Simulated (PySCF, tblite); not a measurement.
**BH₆OSi₂−, a small gas-phase stand-in for a defect centre (B on Si): NMR shifts, core binding energies and electronic excitations**

Aim: the NMR shifts, core binding energies and electronic excitations of `[O-]B([SiH3])[SiH3]`. It is drawn as: deprotonated.

Programs: tblite 0.8.0 and PySCF 2.14.0. All values are calculated, for the isolated system unless a continuum is named. Atoms count from 0, parts from 1.

## 1. The system as given

10 atoms, charge -1, multiplicity 1; geometry: distance geometry start.

## 2. Geometry optimisation with GFN2-xTB

The job: settings as JSON, then the geometry in Å.

```
{"job": {"kind": "relax", "xc": "GFN2-xTB", "basis": "xTB"}, "charge": -1, "multiplicity": 1}
Si     1.455247     0.219296    -1.079741
B     -0.278194     1.010088    -0.590240
Si    -1.110308     2.141263    -1.892766
O     -1.188033     0.081066     0.187232
H      1.775109    -0.843946    -0.195686
H      1.397784    -0.271005    -2.416153
H      2.436127     1.234233    -0.994067
H     -0.426594     3.396999    -1.927553
H     -1.017141     1.553756    -3.191969
H     -2.475721     2.359569    -1.575135
```

With the program's defaults for keys left out, this is: GFN2-xTB geometry optimisation, gas phase.

On the command line:

```
> OMP_NUM_THREADS=1 python cluster_run.py task.json out
```

This one command runs all jobs of the session in turn.

Output:

```text
step      E/eV     max force
  0    -325.66813    6.337
  1    -326.66064    3.448
  2    -326.56536    8.616
  3    -326.90665    1.384
  4    -326.96235    0.946
  5    -327.11959    1.039
  6    -327.16302    0.530
  7    -327.19955    0.463
  8    -327.22968    0.484
  9    -327.25422    0.462
 10    -327.27908    0.496
 11    -327.30262    0.287
 12    -327.30915    0.168
 13    -327.31166    0.130
 14    -327.31414    0.177
 15    -327.31806    0.199
 16    -327.32242    0.213
 17    -327.32552    0.169
 18    -327.32707    0.099
 19    -327.32798    0.081
 20    -327.32919    0.100
 21    -327.33059    0.103
 22    -327.33180    0.113
 23    -327.33294    0.151
 24    -327.33449    0.187
 25    -327.33643    0.199
 26    -327.33834    0.160
 27    -327.33967    0.099
 28    -327.34037    0.077
 29    -327.34086    0.075
 30    -327.34125    0.066
 31    -327.34148    0.047
 32    -327.34159    0.029
 33    -327.34165    0.026
 34    -327.34170    0.029
 35    -327.34174    0.021
 36    -327.34176    0.011
 37    -327.34176    0.005
```

Wall time 0.75 s (1 thread of Intel Xeon Platinum 8488C, shared host).

The steps of the relaxation: (not every step is listed) (the energy doesn't fall at every step)

```
step  energy from step 0 (eV)  largest force (eV/Å)
   0                   0.0000                6.3372
   1                  -0.9925                3.4483
   2                  -0.8972                8.6156
   3                  -1.2385                1.3837
   4                  -1.2942                0.9457
   5                  -1.4515                1.0389
   6                  -1.4949                0.5292
   7                  -1.5314                0.4632
   8                  -1.5615                0.4839
  10                  -1.6110                0.4965
  12                  -1.6410                0.1684
  14                  -1.6460                0.1774
  16                  -1.6543                0.2130
  18                  -1.6589                0.0987
  20                  -1.6611                0.1003
  22                  -1.6637                0.1134
  24                  -1.6664                0.1869
  26                  -1.6702                0.1600
  28                  -1.6722                0.0771
  30                  -1.6731                0.0666
  32                  -1.6735                0.0289
  33                  -1.6735                0.0255
  34                  -1.6736                0.0289
  35                  -1.6736                0.0219
  36                  -1.6736                0.0107
  37                  -1.6736                0.0051
```

Distances of close pairs at the start and the end, largest changes first:

```
  bond  before (Å)  after (Å)  change (Å)
 B1–O3       1.515      1.274      -0.241
B1–Si2       1.915      2.032      +0.117
Si0–H6       1.414      1.491      +0.077
Si2–H9       1.419      1.486      +0.068
Si0–H4       1.419      1.486      +0.067
Si0–H5       1.425      1.491      +0.066
Si0–B1       1.967      2.032      +0.065
Si2–H8       1.429      1.491      +0.062
```

## 3. Optimising the geometry at PBE0-D3(BJ)/def2-SVP

The job: settings as JSON, then the geometry in Å.

```
{"job": {"xc": "PBE0", "basis": "def2-SVP", "d3": "d3bj", "grid": 2, "kind": "geom", "shake": 0.01}, "charge": -1, "multiplicity": 1}
Si     1.388108    -0.981253     0.350620
B     -0.532750    -0.369326     0.779488
Si    -1.284392     1.022076    -0.514034
O     -1.155703    -0.816090     1.767842
H      2.038423    -2.037370     1.110516
H      1.578230    -1.449636    -1.044270
H      2.417677     0.107887     0.413822
H     -0.520350     2.330284    -0.541712
H     -1.219633     0.660873    -1.929741
H     -2.668057     1.506972    -0.391056
```

Output:

```text
step   0  E = -682.10172304  max force = 0.023048
step   1  E = -682.10787775  max force = 0.004013
step   2  E = -682.10793106  max force = 0.001434
step   3  E = -682.10793957  max force = 0.000227
optimisation converged
```

Wall time 14 s (1 thread of Intel Xeon Platinum 8488C, shared host); peak memory 0.48 GiB.

Along the way:

```
step  energy from step 0 (eV)  largest force component (eV/Å)
   0                   0.0000                          1.1852
   1                  -0.1675                          0.2064
   2                  -0.1689                          0.0737
   3                  -0.1692                          0.0117
```

Distances of close pairs at the start and the end, largest changes first:

```
  bond  before (Å)  after (Å)  change (Å)
B1–Si2       2.043      2.106      +0.063
Si0–H4       1.455      1.516      +0.061
Si2–H8       1.462      1.518      +0.056
Si0–B1       2.061      2.107      +0.046
Si2–H9       1.471      1.515      +0.044
Si0–H5       1.484      1.518      +0.034
Si0–H6       1.500      1.518      +0.018
 B1–O3       1.251      1.267      +0.016
```

The next job starts from the end point, and lists it.

```
                         at the end point                value
  point group (found at 0.08 Å tolerance)                   Cs
rotational constants (GHz, main isotopes)  5.396, 2.420, 1.735
```

## 4. Nuclear shieldings: PBE0/aug-pcSseg-2

The job: settings as JSON, then the geometry in Å.

```
{"job": {"kind": "nmr", "xc": "PBE0", "basis": "aug-pcSseg-2"}, "charge": -1, "multiplicity": 1}
Si     1.429008    -0.975073     0.332394
B     -0.535657    -0.390116     0.817967
Si    -1.275213     1.054952    -0.523765
O     -1.185118    -0.845479     1.805714
H      2.036791    -2.075207     1.179340
H      1.623391    -1.471679    -1.088844
H      2.457550     0.138770     0.411048
H     -0.497652     2.359496    -0.532917
H     -1.221876     0.654927    -1.987604
H     -2.709746     1.502096    -0.329590
```

Method: GIAO PBE0/aug-pcSseg-2 NMR shielding, non-relativistic, gas phase.

Output:

```text
coarse grid: 9144 points
cycle   1  E = -682.2275938112  dE = -9.851e-02  |g| = 9.451e-01  |ddm| = 3.033e+00
cycle   2  E = -675.5744603048  dE =  6.653e+00  |g| = 3.341e+00  |ddm| = 9.125e+02
cycle   3  E = -682.3854829796  dE = -6.811e+00  |g| = 3.258e-01  |ddm| = 9.124e+02
cycle   4  E = -682.4181190384  dE = -3.264e-02  |g| = 1.985e-01  |ddm| = 1.688e+00
cycle   5  E = -682.4281596399  dE = -1.004e-02  |g| = 5.610e-02  |ddm| = 7.414e-01
cycle   6  E = -682.4289979764  dE = -8.383e-04  |g| = 8.284e-03  |ddm| = 1.775e-01
cycle   7  E = -682.4290176884  dE = -1.971e-05  |g| = 2.067e-03  |ddm| = 4.686e-02
cycle   8  E = -682.4290189320  dE = -1.244e-06  |g| = 5.137e-04  |ddm| = 1.178e-02
final grid: 78504 points
cycle   9  E = -682.4383432158  dE = -3.676e-05  |g| = 7.822e-03  |ddm| = 2.508e-01
cycle  10  E = -682.4383008361  dE =  4.238e-05  |g| = 1.686e-02  |ddm| = 2.504e-02
cycle  11  E = -682.4383541563  dE = -5.332e-05  |g| = 7.946e-04  |ddm| = 1.684e-02
cycle  12  E = -682.4383543199  dE = -1.636e-07  |g| = 3.143e-04  |ddm| = 3.828e-03
cycle  13  E = -682.4383543504  dE = -3.045e-08  |g| = 6.570e-05  |ddm| = 1.285e-03
cycle  14  E = -682.4383543515  dE = -1.115e-09  |g| = 2.016e-05  |ddm| = 2.715e-04
cycle  15  E = -682.4383543516  dE = -1.176e-10  |g| = 2.772e-06  |ddm| = 8.223e-05
converged SCF energy = -682.4383543516

GIAO shielding tensors (ppm)
atom      isotropic    diamagn.    paramagn.     s11        s22        s33       span
  0 Si     491.115     870.111    -378.996    466.302    490.583    516.461     50.160
  1 B       61.301     190.334    -129.033     14.894     79.662     89.348     74.454
  2 Si     491.010     870.144    -379.134    466.940    490.518    515.573     48.633
  3 O     -285.397     378.000    -663.397   -809.798   -414.834    368.442   1178.240
  4 H       28.549      28.596      -0.047     26.146     26.659     32.841      6.695
  5 H       28.082      29.613      -1.532     25.779     27.311     31.155      5.376
  6 H       28.120      29.232      -1.113     25.969     27.258     31.132      5.163
  7 H       28.114      29.223      -1.109     25.975     27.258     31.110      5.135
  8 H       28.083      29.596      -1.513     25.800     27.313     31.137      5.337
  9 H       28.538      28.574      -0.035     26.119     26.635     32.861      6.742
```

Wall time 56 s (1 thread of Intel Xeon Platinum 8488C, shared host); peak memory 1.3 GiB.

No reference compound was run at this level, so shieldings alone are listed. Atoms listed in one row are averaged.

```
   atoms                        environment  σ (ppm)
  H5, H8  hydrogen on a silicon bonded to B    28.08
  H6, H7  hydrogen on a silicon bonded to B    28.12
  H4, H9  hydrogen on a silicon bonded to B    28.54
Si0, Si2           silicon bonded to B, 3 H    491.1
      B1            boron bonded to O, 2 Si     61.3
      O3                 oxygen bonded to B   -285.4
```

Charges from the same density, by scheme (e):

```
   atoms    IAO  Hirshfeld  ESP fit
Si0, Si2   0.26       0.12     0.00
      B1  -0.07      -0.03     0.54
      O3  -0.60      -0.47    -0.79
```

Mulliken charges and Mayer bond orders break down with diffuse functions, so they are left out here.

With diffuse functions Mulliken charges and Mayer bond orders lose their meaning; the other schemes are steadier.

The fields below are evaluated on a grid from the run's orbitals.

Frontier orbitals at PBE0/aug-pcSseg-2, with the share of their density that lies nearest to each atom:

```
orbital  energy (eV)                                                      lies on
   HOMO        -0.99                   O3 39 %; Si0, Si2 about 15 % each; B1 12 %
   LUMO         2.43  H5, H7 about 19 % each; H6, H8, H9 about 16 % each; H4 10 %
```

ELF in a plane through or near 6 of the atoms.

Ten even steps from ' ' (0.00) to '@' (1.00):
```
                                                        
                                                        
                                                        
                                                        
                                                        
                                                        
              ....::::..        ..::::....              
              ..--====::        ::====--..              
        ......::::  ..::::    ::::  ..::::......        
      ==%%%%%%##..####..##====##::##++..##@@%%%%==      
    ..%%@@@@@@@@::**==**@@####@@**--++..@@@@@@@@%%..    
    ..%%@@@@@@@@@@==##@@**::++**@@##==%%@@@@@@@@%%..    
      **@@@@@@@@##--====--++==--====--##@@@@@@@@**      
      ..++%%@@**..    --##%%%%##--    ..**%%%%++        
          ....      ..**%%**--%%**..      ....          
                    --**%%%%%%%%**--                    
                    ::==**####**==::                    
                      ....::::....                      
                                                        
                                                        
```
The map spans 11.3 Å across and 9.8 Å up, centred on the molecule. Atoms in the plane (x, y in Å): Si0 (-1.7, 0.1), B1 (0.0, -1.1), Si2 (1.7, 0.1), O3 (0.0, -2.3), H4 (-3.1, -0.6), H9 (3.1, -0.6).

log10 of the density (e/Å³) in the same plane.

Values, 10 rows by 14 columns:
```
-4.0 -4.0 -4.0 -4.0 -4.0 -4.0 -4.0 -4.0 -4.0 -4.0 -4.0 -4.0 -4.0 -4.0
-4.0 -4.0 -4.0 -4.0 -3.8 -3.9 -4.0 -4.0 -4.0 -3.8 -3.8 -4.0 -4.0 -4.0
-4.0 -4.0 -3.4 -3.0 -2.6 -2.6 -3.1 -3.3 -2.8 -2.5 -2.7 -3.2 -3.8 -4.0
-4.0 -3.5 -2.7 -2.0 -1.3 -1.3 -2.0 -2.3 -1.6 -1.2 -1.6 -2.5 -3.1 -3.9
-3.8 -2.9 -2.0 -1.3 -0.5 -0.3 -1.0 -1.3 -0.7 -0.2 -0.9 -1.7 -2.4 -3.4
-3.6 -2.4 -1.2 -0.2 -0.1  0.6 -0.3 -0.4 -0.2  1.0 -0.1 -0.7 -1.8 -3.0
-3.7 -2.6 -1.4 -0.7 -0.8 -0.8 -0.2  0.8 -0.6 -0.9 -0.7 -1.1 -2.0 -3.2
-4.0 -3.4 -2.7 -2.3 -2.2 -1.4  0.3  1.4 -0.6 -2.0 -2.3 -2.5 -3.0 -3.8
-4.0 -4.0 -4.0 -3.7 -3.0 -1.9 -0.8 -0.6 -1.4 -2.5 -3.4 -3.9 -4.0 -4.0
-4.0 -4.0 -4.0 -4.0 -3.9 -3.1 -2.6 -2.5 -2.8 -3.5 -4.0 -4.0 -4.0 -4.0
```
The map spans 11.3 Å across and 9.8 Å up, centred on the molecule. Atoms in the plane (x, y in Å): Si0 (-1.7, 0.1), B1 (0.0, -1.1), Si2 (1.7, 0.1), O3 (0.0, -2.3), H4 (-3.1, -0.6), H9 (3.1, -0.6).

On the surface of density 0.002 e/bohr³ the electrostatic potential runs, from the 1st to the 99th percentile, from -5.90 V near O3 to -3.35 V near H8.

## 5. Core-electron binding energies: SCAN, X2C

The job, as its differences from that of step 4:

```diff
@@ -1,2 +1,2 @@
-{"job": {"kind": "nmr", "xc": "PBE0", "basis": "aug-pcSseg-2"}, "charge": -1, "multiplicity": 1}
+{"job": {"kind": "xps", "holes": 5, "basis": "aug-pcX-2", "basis_other": "aug-pcseg-1"}, "charge": -1, "multiplicity": 1}
 Si     1.429008    -0.975073     0.332394
```

With the program's defaults for keys left out, this is: delta-SCF UKS SCAN, aug-pcX-2 on the ionised atom, aug-pcseg-1 elsewhere, spin-free X2C.

Output:

```text
ground state, core basis on atom 0 (Si), 203 functions
  cycle   1  E = -683.73073259  |g| = 8.88e-01
  cycle   2  E = -676.41045217  |g| = 3.23e+00
  cycle   3  E = -683.86788204  |g| = 3.68e-01
  cycle   4  E = -683.90062008  |g| = 2.60e-01
  cycle   5  E = -683.91914571  |g| = 9.37e-02
  cycle   6  E = -683.92159896  |g| = 1.74e-02
  cycle   7  E = -683.92169856  |g| = 4.23e-03
  cycle   8  E = -683.92170573  |g| = 8.47e-04
  cycle   9  E = -683.92170533  |g| = 1.49e-04
  E(ground) = -683.94597967 Eh
hole in Si 2p of atom 0
  cycle   1  E = -679.83406645  |g| = 1.23e+00
  cycle   2  E = -679.38287476  |g| = 1.36e+00
  cycle   3  E = -679.89557685  |g| = 7.71e-01
  cycle   4  E = -680.15546097  |g| = 2.02e-01
  cycle   5  E = -680.16868562  |g| = 7.56e-02
  cycle   6  E = -680.17274955  |g| = 1.87e-02
  cycle   7  E = -680.17294273  |g| = 4.79e-03
  cycle   8  E = -680.17295611  |g| = 1.43e-03
  cycle   9  E = -680.17295756  |g| = 5.18e-04
  cycle  10  E = -680.17295750  |g| = 1.89e-04
  E(ion) = -680.20874873 Eh   <S^2> = 0.7526   hole on atom = 1.003   binding energy = 101.695 eV
  2p3/2 = 101.524 eV   2p1/2 = 102.149 eV
ground state, core basis on atom 1 (B), 192 functions
  cycle   1  E = -683.82196368  |g| = 5.32e-02
  cycle   2  E = -683.82124128  |g| = 6.34e-02
  cycle   3  E = -683.82179517  |g| = 4.46e-02
  cycle   4  E = -683.82216086  |g| = 1.27e-02
  cycle   5  E = -683.82221911  |g| = 1.04e-03
  cycle   6  E = -683.82221935  |g| = 2.49e-04
  E(ground) = -683.89019253 Eh
hole in B 1s of atom 1
  cycle   1  E = -676.39265066  |g| = 1.17e+00
  cycle   2  E = -674.69606757  |g| = 1.94e+00
  cycle   3  E = -676.71308816  |g| = 3.86e-01
  cycle   4  E = -676.72351109  |g| = 4.80e-01
  cycle   5  E = -676.82108846  |g| = 1.25e-01
  cycle   6  E = -676.82834353  |g| = 1.42e-02
  cycle   7  E = -676.82861846  |g| = 8.00e-03
  cycle   8  E = -676.82873665  |g| = 5.67e-03
  cycle   9  E = -676.82880857  |g| = 2.46e-03
  cycle  10  E = -676.82882928  |g| = 9.78e-04
  cycle  11  E = -676.82882888  |g| = 4.14e-04
  E(ion) = -676.89658175 Eh   <S^2> = 0.8159   hole on atom = 1.000   binding energy = 190.306 eV
ground state, core basis on atom 3 (O), 192 functions
  cycle   1  E = -683.85449700  |g| = 1.12e-01
  cycle   2  E = -683.84789444  |g| = 1.93e-01
  cycle   3  E = -683.85428984  |g| = 6.95e-02
  cycle   4  E = -683.85526933  |g| = 3.31e-03
  cycle   5  E = -683.85527429  |g| = 5.16e-04
  cycle   6  E = -683.85527750  |g| = 1.74e-04
  E(ground) = -683.91825813 Eh
hole in O 1s of atom 3
  cycle   1  E = -663.48677290  |g| = 2.23e+00
  cycle   2  E = -662.98320890  |g| = 2.23e+00
  cycle   3  E = -664.30052985  |g| = 3.64e-01
  cycle   4  E = -664.33523829  |g| = 1.41e-01
  cycle   5  E = -664.35070914  |g| = 4.78e-02
  cycle   6  E = -664.35219817  |g| = 1.27e-02
  cycle   7  E = -664.35229687  |g| = 2.58e-03
  cycle   8  E = -664.35230154  |g| = 8.39e-04
  cycle   9  E = -664.35230265  |g| = 2.05e-04
  E(ion) = -664.41675369 Eh   <S^2> = 0.7650   hole on atom = 1.000   binding energy = 530.663 eV
```

Wall time 21 s (1 thread of Intel Xeon Platinum 8488C, shared host); peak memory 0.66 GiB.

The holes in one table. −ε is the ground-state orbital energy:

```
       hole  stands for               environment  ΔSCF (eV; 2p as the shell's mean)  −ε (eV)   ⟨S²⟩
Si2p on Si0    Si0, Si2  silicon bonded to B, 3 H                             101.73     91.4  0.753
  B1s on B1          B1   boron bonded to O, 2 Si                             190.31    175.3  0.816
  O1s on O3          O3        oxygen bonded to B                             530.66    510.2  0.765
```

Each hole run stands for the others of its class of like atoms.

With the spin-orbit splitting: Si0 2p3/2 101.52, 2p1/2 102.15 eV. The table gives each 2p level as the mean over the whole 2p shell (two parts 2p3/2, one part 2p1/2), which differs a little from the single hole in the log.

## 6. Ultraviolet spectrum: CAM-B3LYP/def2-SVPD

The job, as its differences from that of step 5:

```diff
@@ -1,2 +1,2 @@
-{"job": {"kind": "xps", "holes": 5, "basis": "aug-pcX-2", "basis_other": "aug-pcseg-1"}, "charge": -1, "multiplicity": 1}
+{"job": {"kind": "uv", "xc": "CAM-B3LYP", "basis": "def2-SVPD", "nstates": 6, "ntriplets": 2, "ip": true}, "charge": -1, "multiplicity": 1}
 Si     1.429008    -0.975073     0.332394
```

Level: TDDFT CAM-B3LYP/def2-SVPD, vertical, gas phase, core orbitals frozen in the response.

Output:

```text
coarse grid: 9144 points
cycle   1  E = -682.1477720911  dE = -1.490e-01  |g| = 9.245e-01  |ddm| = 3.554e+00
cycle   2  E = -681.2846728131  dE =  8.631e-01  |g| = 2.145e+00  |ddm| = 4.072e+01
cycle   3  E = -682.3472775994  dE = -1.063e+00  |g| = 5.471e-02  |ddm| = 3.917e+01
cycle   4  E = -682.3488225455  dE = -1.545e-03  |g| = 2.415e-02  |ddm| = 3.588e-01
cycle   5  E = -682.3490076742  dE = -1.851e-04  |g| = 7.861e-03  |ddm| = 1.342e-01
cycle   6  E = -682.3490340839  dE = -2.641e-05  |g| = 2.287e-03  |ddm| = 8.333e-02
cycle   7  E = -682.3490361767  dE = -2.093e-06  |g| = 5.152e-04  |ddm| = 1.559e-02
final grid: 78504 points
cycle   8  E = -682.4475635339  dE = -1.273e-05  |g| = 2.007e-03  |ddm| = 3.167e-02
cycle   9  E = -682.4475626349  dE =  8.990e-07  |g| = 3.254e-03  |ddm| = 1.152e-02
cycle  10  E = -682.4475646112  dE = -1.976e-06  |g| = 2.169e-04  |ddm| = 4.509e-03
cycle  11  E = -682.4475646293  dE = -1.810e-08  |g| = 1.669e-04  |ddm| = 7.644e-04
cycle  12  E = -682.4475646371  dE = -7.824e-09  |g| = 2.141e-05  |ddm| = 5.930e-04
cycle  13  E = -682.4475646374  dE = -2.517e-10  |g| = 5.360e-06  |ddm| = 8.793e-05
converged SCF energy = -682.4475646374

Static polarisability (au): isotropic 100.617, principal 76.479 95.831 129.541

Singlet excitations
state   eV       nm        f      main configurations
  1   3.3147    374.0   0.00001   H->L+1 0.79, H->L+2 0.15
  2   4.0751    304.2   0.00363   H->L 0.52, H->L+2 0.40
  3   4.4995    275.6   0.16577   H->L 0.42, H->L+2 0.28, H->L+4 0.18
  4   5.0338    246.3   0.01775   H->L+3 0.94
  5   5.0808    244.0   0.17815   H->L+4 0.77, H->L+2 0.14
  6   5.3973    229.7   0.00660   H->L+5 0.98

Triplet excitations (Tamm-Dancoff, eV): 2.7865 3.8855
Vertical ionisation energy (delta-SCF) = 2.7639 eV
```

Wall time 17 s (1 thread of Intel Xeon Platinum 8488C, shared host); peak memory 0.68 GiB.

Frontier orbitals and where they lie:

```
orbital     eV                        atoms
 HOMO−3  -6.12   O3 35 %, B1 19 %, Si2 13 %
 HOMO−2  -6.05   O3 32 %, B1 15 %, Si0 14 %
 HOMO−1  -5.38             O3 66 %, B1 22 %
   HOMO  -2.17   O3 37 %, B1 16 %, Si0 16 %
   LUMO   4.59  Si2 26 %, Si0 26 %, B1 17 %
 LUMO+1   4.88  B1 23 %, Si0 19 %, Si2 19 %
 LUMO+2   4.98  B1 29 %, Si0 17 %, Si2 17 %
```

With each of the 6 states as a Gaussian band of 0.4 eV half-width at 1/e, the curve within the window shown has maxima at 249 nm (ε 9,200) L/(mol cm). Beyond the last state computed it falls off for lack of states. The curve at chosen wavelengths:

(nm, ε (L/mol/cm)): (218, 870), (228, 3655), (237, 7157), (247, 9095), (256, 8913), (266, 8444), (275, 7855), (285, 6305), (294, 4369), (304, 2440), (314, 1177), (323, 560), (333, 231), (342, 102), (352, 41), (361, 18), (371, 7), (381, 3), (390, 2), (400, 1), (409, 0), (419, 0), (428, 0), (438, 0), (447, 0), (457, 0)

Further results of this job:

```
           property  computed
polarisability (Å³)     14.91
 HOMO–LUMO gap (eV)      6.76
      −ε(HOMO) (eV)      2.17
```

## 7. What came out

| quantity | value |
| --- | --- |
| point group | Cs |
| rotational constants (main isotopes) | 5.40, 2.42, 1.73 GHz |
| shieldings of H, Si, B, O (PBE0/aug-pcSseg-2, a mean where the table joins atoms) | H5 28.1, H6 28.1, H4 28.5, Si0 491.1, B1 61.3, O3 -285.4 ppm |
| Si2p binding energies, SCAN/aug-pcX-2 | Si0 101.73 eV |
| B1s binding energies, SCAN/aug-pcX-2 | B1 190.31 eV |
| O1s binding energies, SCAN/aug-pcX-2 | O3 530.66 eV |
| lowest singlet (CAM-B3LYP/def2-SVPD) | 3.31 eV (374 nm), f = 0.000 |
| brightest single state of those computed | state 5, 5.08 eV, f = 0.178 |
| lowest triplet | 2.79 eV |
| vertical ionisation energy (ΔSCF) | 2.76 eV |

The start of the PBE0/def2-SVP relaxation was shaken at random by about 0.01 Å, so part of the energy gained, and of the first lengths quoted, undoes that. Relaxing lowered the energy by 0.169 eV in 3 steps; the close pair that moved most is B1–Si2, from 2.043 to 2.106 Å (PBE0/def2-SVP). Hydrogens of an XH3 group are listed apart at this fixed geometry; free rotation makes them one line at their mean. At PBE0/aug-pcSseg-2: Shielding is most anisotropic at O3 (span 1178 ppm, paramagnetic term -663 ppm). The first singlet state (HOMO→LUMO+1 0.79, HOMO→LUMO+2 0.15) lies at 3.31 eV and is dark; of the 6 states computed, the strongest absorption comes from state 5 at 5.08 eV. The lowest triplet lies 0.53 eV below the lowest singlet (triplets in Tamm-Dancoff, singlets in full TDDFT). In the gas-phase run even the lowest singlet lies above the computed detachment energy of this anion, so its states are not to be taken as bound. At CAM-B3LYP/def2-SVPD, all states lie near or above the ionisation energy, where they hang on the basis. ΔSCF puts the ionisation energy at 2.76 eV, 0.59 eV above −ε(HOMO).
